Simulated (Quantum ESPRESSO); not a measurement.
## GaGe: zone-centre phonons under several settings

```
Ge Ga
1.0
     0.00000    2.89784    2.89784
     2.89784    0.00000    2.89784
     2.89784    2.89784    0.00000
Ge Ga
1 1
Direct
  0.00000 0.00000 0.00000
  0.25000 0.25000 0.25000
```

The cell comes from a database or a generator and needn't be the stable form of this composition.

All runs used Quantum ESPRESSO 7.5; potentials GBRV 1.5 LDA; k mesh 7 × 7 × 7; no spin polarisation; cutoff 762 eV; occupations cold, width 0.2 eV.

| level | geometry | volume (Å³/atom) | pressure (GPa) | lowest optical mode without the field (cm⁻¹) |
| --- | --- | --- | --- | --- |
| LDA | relaxed at 0 GPa | ? | 0.0 | ? |
| LDA | relaxed at 5 GPa | 20.92 | 5.1 | 208 |
| LDA | relaxed at 10 GPa | 19.78 | 10.2 | 237 |
| LDA | relaxed at 20 GPa | 18.20 | 20.3 | 284 |
| LDA | relaxed at 40 GPa | 16.27 | 40.3 | 344 |

Problem. What stands in the row left open?

Solution. Volume 22.44 Å³/atom; lowest optical mode without the field 176 cm⁻¹.

Caveats: the mesh is thin for the phonons of a metal; the cell is more than 3 GPa from zero pressure, which shifts response properties (some runs); the volume moved by over 15 % at a fixed basis, so the end points are rough (some runs).

For the row left open. Caveat: the mesh is thin for the phonons of a metal.
